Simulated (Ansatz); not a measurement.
# C3H8AlCl: the cost of one run

Method: the settings change from run to run; program: Ansatz 0.2.0, Gaussian basis.

### Step 1. The geometry

An earlier PBE0-D4 in a triple-zeta def2 set relaxation fixed the geometry.

SMILES `CC(Cl)[CH2][AlH2]`, 13 atoms, charge 0, spin multiplicity 1.

Atoms are counted from 1 here; the program's logs count them from 0.

Bond lengths: C1–C2 1.512 Å, C1–H6 1.096 Å, C1–H7 1.092 Å, C1–H8 1.090 Å, C2–Cl3 1.820 Å, C2–C4 1.507 Å, C2–H9 1.091 Å, C4–Al5 1.966 Å, C4–H10 1.098 Å, C4–H11 1.097 Å, Al5–H12 1.587 Å, Al5–H13 1.590 Å. Angles: C2–C1–H6 109.7°, C2–C1–H7 110.5°, C2–C1–H8 111.4°, H6–C1–H7 108.7°, H6–C1–H8 108.0°, H7–C1–H8 108.4°, C1–C2–Cl3 108.2°, C1–C2–C4 113.4°, C1–C2–H9 110.0°, Cl3–C2–C4 110.7°, Cl3–C2–H9 103.3°, C4–C2–H9 110.8°, C2–C4–Al5 115.6°, C2–C4–H10 110.2°, C2–C4–H11 110.0°, Al5–C4–H10 106.8°, Al5–C4–H11 108.6°, H10–C4–H11 105.1° and more.

### Step 2. wB97M-V/def2-mTZVPP

Options: charge +1, multiplicity 2, relativity set to scalar.

Contents of in.yaml:

```yaml
crystal:
  periodic: [false, false, false]
  atoms:
    - {symbol: C, position_ang: [-1.435862, -0.580520, 0.267760]}
    - {symbol: C, position_ang: [0.037155, -0.880913, 0.429952]}
    - {symbol: Cl, position_ang: [0.281582, -2.668640, 0.191299]}
    - {symbol: C, position_ang: [0.916306, -0.093858, -0.507298]}
    - {symbol: Al, position_ang: [0.893406, 1.855934, -0.255216]}
    - {symbol: H, position_ang: [-1.628441, 0.470157, 0.512224]}
    - {symbol: H, position_ang: [-1.753520, -0.764242, -0.761148]}
    - {symbol: H, position_ang: [-2.043332, -1.196638, 0.930660]}
    - {symbol: H, position_ang: [0.337359, -0.723373, 1.467412]}
    - {symbol: H, position_ang: [1.961560, -0.413799, -0.406155]}
    - {symbol: H, position_ang: [0.648005, -0.316038, -1.547815]}
    - {symbol: H, position_ang: [1.557131, 2.784473, -1.357744]}
    - {symbol: H, position_ang: [0.249052, 2.492759, 1.050972]}
basis:
  gaussian: {orbitals: def2-mTZVPP}
total_charge: 1
magnetization: {spin_polarized: true, initial_magnetization: 1}
hamiltonian: {xc: {name: wB97M-V}, pseudopotentials: {relativity: scalar}}
output: {forces: true}
```

Run with:

```
$ ansatz run in.yaml --threads 4 --pin off --events-out ev --progress --plain --max-ram 10444MiB
```

Q: Estimate wall time and peak memory on 4 threads of INTEL XEON PLATINUM 8581C at 2.30GHz, shared host.

About 16 s, with a peak of 0.82 GiB.
